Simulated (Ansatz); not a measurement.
# CH4BLiSi (SMILES [Li][B]=C[SiH3]): functionals against CCSD(T) at one geometry

The atoms stand at a structure displaced at random from a GFN2-xTB minimum. How far do the functionals agree with CCSD(T) there?

The runs use Ansatz 0.2.0, Gaussian basis; single points in def2-TZVPP.

Cores are frozen in the correlated methods. The outer core shell of Li, Na, Mg and K is correlated.

## (1) Starting geometry

SMILES `[Li][B]=C[SiH3]`, 8 atoms, charge 0, spin multiplicity 1.

Atoms are counted from 1 here; the program's logs count them from 0.

Bond lengths: Li1–B2 1.946 Å, B2–C3 1.382 Å, C3–Si4 1.892 Å, C3–H5 1.027 Å, Si4–H6 1.436 Å, Si4–H7 1.562 Å, Si4–H8 1.454 Å. Angles: Li1–B2–C3 167.0°, B2–C3–Si4 128.3°, B2–C3–H5 126.8°, Si4–C3–H5 104.7°, C3–Si4–H6 110.2°, C3–Si4–H7 110.7°, C3–Si4–H8 110.8°, H6–Si4–H7 110.2°, H6–Si4–H8 109.3°, H7–Si4–H8 105.6°.

Coordinates:

```mol
CH4BLiSi
  3D, bonds by distance, orders not assigned

  8  7  0  0  0  0  0  0  0  0999 V2000
   -1.7131    2.6169    1.5811 Li  0  0
   -0.5242    1.6856    0.3539 B   0  0
    0.2566    0.7772   -0.3361 C   0  0
    0.2360   -1.1107   -0.2212 Si  0  0
    1.0306    0.9918   -0.9765 H   0  0
   -0.0955   -1.6825   -1.4965 H   0  0
    1.6185   -1.6480    0.2683 H   0  0
   -0.7299   -1.5563    0.7701 H   0  0
  1  2  8  0
  2  3  8  0
  3  4  8  0
  3  5  8  0
  4  6  8  0
  4  7  8  0
  4  8  8  0
M  END
```

## (2) CCSD(T)/def2-TZVPP

run/in.yaml reads:

```yaml
crystal:
  periodic: [false, false, false]
  atoms:
    - {symbol: Li, position_ang: [-1.713100, 2.616900, 1.581100]}
    - {symbol: B, position_ang: [-0.524200, 1.685600, 0.353900]}
    - {symbol: C, position_ang: [0.256600, 0.777200, -0.336100]}
    - {symbol: Si, position_ang: [0.236000, -1.110700, -0.221200]}
    - {symbol: H, position_ang: [1.030600, 0.991800, -0.976500]}
    - {symbol: H, position_ang: [-0.095500, -1.682500, -1.496500]}
    - {symbol: H, position_ang: [1.618500, -1.648000, 0.268300]}
    - {symbol: H, position_ang: [-0.729900, -1.556300, 0.770100]}
basis:
  gaussian: {orbitals: def2-TZVPP}
correlation: {method: ccsd_t}
output: {forces: true}
```

No record of the launch command was kept for these runs.

## (3) PBE0-D4/def2-TZVPP

Changes to run/in.yaml since step 2:

```diff
@@ -13,3 +13,3 @@
   gaussian: {orbitals: def2-TZVPP}
-correlation: {method: ccsd_t}
-output: {forces: true}
+hamiltonian: {xc: pbe0, dispersion: d4}
+output: {forces: true, orbitals: {seedname: orbitals}}
```

## (4) wB97M-V/def2-TZVPP

Changes to run/in.yaml since step 3:

```diff
@@ -13,3 +13,3 @@
   gaussian: {orbitals: def2-TZVPP}
-hamiltonian: {xc: pbe0, dispersion: d4}
-output: {forces: true, orbitals: {seedname: orbitals}}
+hamiltonian: {xc: {name: wB97M-V}}
+output: {forces: true}
```

## (5) r2SCAN-D4/def2-TZVPP

Changes to run/in.yaml since step 4:

```diff
@@ -13,3 +13,3 @@
   gaussian: {orbitals: def2-TZVPP}
-hamiltonian: {xc: {name: wB97M-V}}
+hamiltonian: {xc: r2scan, dispersion: d4}
 output: {forces: true}
```

## (6) PBE-D4/def2-TZVPP

Changes to run/in.yaml since step 5:

```diff
@@ -13,3 +13,3 @@
   gaussian: {orbitals: def2-TZVPP}
-hamiltonian: {xc: r2scan, dispersion: d4}
+hamiltonian: {xc: pbe, dispersion: d4}
 output: {forces: true}
```

## (7) HSE06-D4/def2-TZVPP

Changes to run/in.yaml since step 6:

```diff
@@ -13,3 +13,3 @@
   gaussian: {orbitals: def2-TZVPP}
-hamiltonian: {xc: pbe, dispersion: d4}
+hamiltonian: {xc: hse06, dispersion: d4}
 output: {forces: true}
```

## (8) CAM-B3LYP-D4/def2-TZVPP

Changes to run/in.yaml since step 7:

```diff
@@ -13,3 +13,3 @@
   gaussian: {orbitals: def2-TZVPP}
-hamiltonian: {xc: hse06, dispersion: d4}
+hamiltonian: {xc: {name: CAM-B3LYP}, dispersion: d4}
 output: {forces: true}
```

(Steps that only read results are left out.)

Before running it: what results should come out? Wanted: energy less free atoms, CCSD(T)/def2-TZVPP; RMS force component; RMS force error; HOMO and LUMO, PBE0-D4; T1 diagnostic.

**Answer**, as computed:

| quantity | value |
| --- | --- |
| energy less free atoms, CCSD(T)/def2-TZVPP | -2416.1 kJ/mol |
| RMS force component | 0.949 to 0.979 eV/Å over the methods |
| RMS force error | PBE0-D4 0.161, wB97M-V 0.196, r2SCAN-D4 0.145, PBE-D4 0.150, HSE06-D4 0.156, CAM-B3LYP-D4 0.233 eV/Å |
| HOMO and LUMO, PBE0-D4 | -5.58 and -1.18 eV |
| T1 diagnostic | 0.014 |

Against CCSD(T) the functionals' energies less atoms differ by -89.0 to -63.0 kJ/mol, PBE-D4 by -88.7 kJ/mol. A larger basis would deepen the CCSD(T) value, while the functionals are nearly converged already, so the order here is not reliable. On forces the order runs from r2SCAN-D4 to CAM-B3LYP-D4. Frozen-core CCSD(T) forces in triple zeta carry basis errors of their own, and this is one geometry, so small gaps rank nothing.
